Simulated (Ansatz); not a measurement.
**HF/STO-3G run of C6H6O (vinylfuran)**

What is the vertical ionisation energy of C6H6O (vinylfuran) at HF/STO-3G? 

The calculation is run with Ansatz 0.2.0.

37 further runs of the same task are left out: 37 set aside as unsound or not needed.

## (1) The structure to begin with

The species is C6H6O (13 atoms), meant as a singlet with charge 0. As SMILES, `C=Cc1ccco1`. The coordinates come from a PBE0-D4/def2-TZVP relaxation. This is one conformer, not always the lowest.

Bond lengths: C1–C2 1.332 Å, C2–C3 1.437 Å, C3–C4 1.364 Å, C4–C5 1.422 Å, C5–C6 1.354 Å, C3–O7 1.358 Å, C6–O7 1.349 Å, C1–H8 1.083 Å, C1–H9 1.082 Å, C2–H10 1.086 Å, C4–H11 1.078 Å, C5–H12 1.078 Å, C6–H13 1.077 Å. Some angles: C1–C2–C3 125.7°, C2–C3–C4 131.7°, C2–C3–O7 118.9°, C4–C3–O7 109.4°, C3–C4–C5 106.6°, C4–C5–C6 105.8°, C5–C6–O7 110.7°, C3–O7–C6 107.4°, C1–C2–H10 120.0°, C3–C2–H10 114.3°.

## (2) A single-point energy at HF/STO-3G

run.yaml reads:

```yaml
crystal:
  periodic: [false, false, false]
  atoms:
    - {symbol: C, position_ang: [1.598400, 0.733400, 1.772100]}
    - {symbol: C, position_ang: [1.254100, -0.233100, 0.921900]}
    - {symbol: C, position_ang: [0.143000, -0.191300, 0.011000]}
    - {symbol: C, position_ang: [-0.316800, -1.095400, -0.901000]}
    - {symbol: C, position_ang: [-1.454700, -0.508100, -1.518200]}
    - {symbol: C, position_ang: [-1.603500, 0.706800, -0.938200]}
    - {symbol: O, position_ang: [-0.645400, 0.913600, -0.011500]}
    - {symbol: H, position_ang: [1.036900, 1.657700, 1.835900]}
    - {symbol: H, position_ang: [2.453300, 0.619900, 2.426000]}
    - {symbol: H, position_ang: [1.834100, -1.149900, 0.878500]}
    - {symbol: H, position_ang: [0.113200, -2.064000, -1.101100]}
    - {symbol: H, position_ang: [-2.078900, -0.930600, -2.289000]}
    - {symbol: H, position_ang: [-2.313300, 1.506300, -1.071600]}
basis:
  gaussian: {orbitals: STO-3G}
hamiltonian: {xc: hf}
accuracy: high
output: {orbitals: {seedname: orbitals}}
```

The run is started by

```bash
$ ansatz run run.yaml --threads 1 --pin off --max-ram 3480MiB --events-out events.jsonl --progress --plain --runs-dir runs
```

Output:

```text
Warning: RAYON_NUM_THREADS=1 ignored (pool sized by the plan → 1); use --threads N
Functional definition: HF
  name "HF"
  exchange = exact_x
  correlation = 0
903 factors; integrals over basis functions are off by at most 4.3e-9 eV
mean field evaluation 1: about -8207.6495 eV, gradient 2.1e1 eV
mean field evaluation 2: about -8207.9657 eV, gradient 2.1e1 eV
mean field evaluation 4: about -8209.5711 eV, gradient 2.2e0 eV
mean field evaluation 8: about -8209.5888 eV, gradient 2.1e-2 eV
mean field -8209.58879006 eV, -301.6968233756 hartree, gradient 8.6e-8 eV, S^2 0.000000; 0 other end points of the search recorded, 0 dependent functions left out
reference -8209.58879006 eV, -301.6968233756 hartree; 25, 25 occupied and 16, 16 virtual orbitals, 903 factors
Total energy: -8209.58879006 eV, -301.6968233756 hartree
```

Run time: 0.75 s. Hardware: 1 thread of Arm Neoverse V1, shared host; peak memory 0.092 GiB.

## (3) The doublet cation at the same level

input.yaml reads:

```yaml
crystal:
  periodic: [false, false, false]
  atoms:
    - {symbol: C, position_ang: [1.598400, 0.733400, 1.772100]}
    - {symbol: C, position_ang: [1.254100, -0.233100, 0.921900]}
    - {symbol: C, position_ang: [0.143000, -0.191300, 0.011000]}
    - {symbol: C, position_ang: [-0.316800, -1.095400, -0.901000]}
    - {symbol: C, position_ang: [-1.454700, -0.508100, -1.518200]}
    - {symbol: C, position_ang: [-1.603500, 0.706800, -0.938200]}
    - {symbol: O, position_ang: [-0.645400, 0.913600, -0.011500]}
    - {symbol: H, position_ang: [1.036900, 1.657700, 1.835900]}
    - {symbol: H, position_ang: [2.453300, 0.619900, 2.426000]}
    - {symbol: H, position_ang: [1.834100, -1.149900, 0.878500]}
    - {symbol: H, position_ang: [0.113200, -2.064000, -1.101100]}
    - {symbol: H, position_ang: [-2.078900, -0.930600, -2.289000]}
    - {symbol: H, position_ang: [-2.313300, 1.506300, -1.071600]}
basis:
  gaussian:
    orbitals: STO-3G
total_charge: 1
magnetization:
  spin_polarized: true
  initial_magnetization: 1
hamiltonian:
  xc: hf
accuracy: high
output: {orbitals: {seedname: orbitals}}
```

The run is started by

```bash
$ ansatz run input.yaml --threads 1 --pin off --max-ram 3480MiB --events-out events.jsonl --progress --plain --runs-dir runs
```

Output:

```text
Warning: RAYON_NUM_THREADS=1 ignored (pool sized by the plan → 1); use --threads N
[... 4 set-up lines as earlier in the session ...]
903 factors; integrals over basis functions are off by at most 4.3e-9 eV
mean field evaluation 1: about -8201.6066 eV, gradient 1.7e1 eV
mean field evaluation 2: about -8201.9024 eV, gradient 1.7e1 eV
mean field evaluation 4: about -8204.1443 eV, gradient 2.6e0 eV
mean field evaluation 8: about -8204.4930 eV, gradient 4.2e-1 eV
mean field evaluation 16: about -8204.5073 eV, gradient 3.1e-8 eV
mean field -8204.50731680 eV, -301.5100826774 hartree, gradient 4.6e-8 eV, S^2 1.087841; 0 other end points of the search recorded, 0 dependent functions left out
reference -8204.50731680 eV, -301.5100826774 hartree; 25, 24 occupied and 16, 17 virtual orbitals, 903 factors
Total energy: -8204.50731680 eV, -301.5100826774 hartree
```

Run time: 1.1 s. Hardware: 1 thread of Arm Neoverse V1, shared host; peak memory 0.12 GiB.

## (4) Results

At HF/STO-3G:

| quantity | value |
| --- | --- |
| singlet C6H6O: total energy | -301.69682 Eh |
| singlet C6H6O: HOMO energy | -6.29 eV |
| singlet C6H6O: LUMO energy | 6.32 eV |
| singlet C6H6O: HOMO–LUMO gap | 12.61 eV |
| doublet cation: total energy | -301.51008 Eh |
| doublet cation: HOMO energy (highest over α and β) | -14.58 eV |
| doublet cation: LUMO energy (lowest over α and β) | -4.16 eV |
| doublet cation: ⟨S²⟩ | 1.088 |
| vertical ionisation energy (to the doublet cation) | 5.081 eV |

In words: Removing an electron at fixed nuclei costs 5.08 eV (117 kcal/mol). The negative HOMO energy of the first species, 6.29 eV, lies 1.21 eV above that difference. In a minimal basis such a difference can be off by several eV, whatever the method. ⟨S²⟩ (doublet cation) is 1.09 where a pure doublet has 0.75: the reference is spin-contaminated.
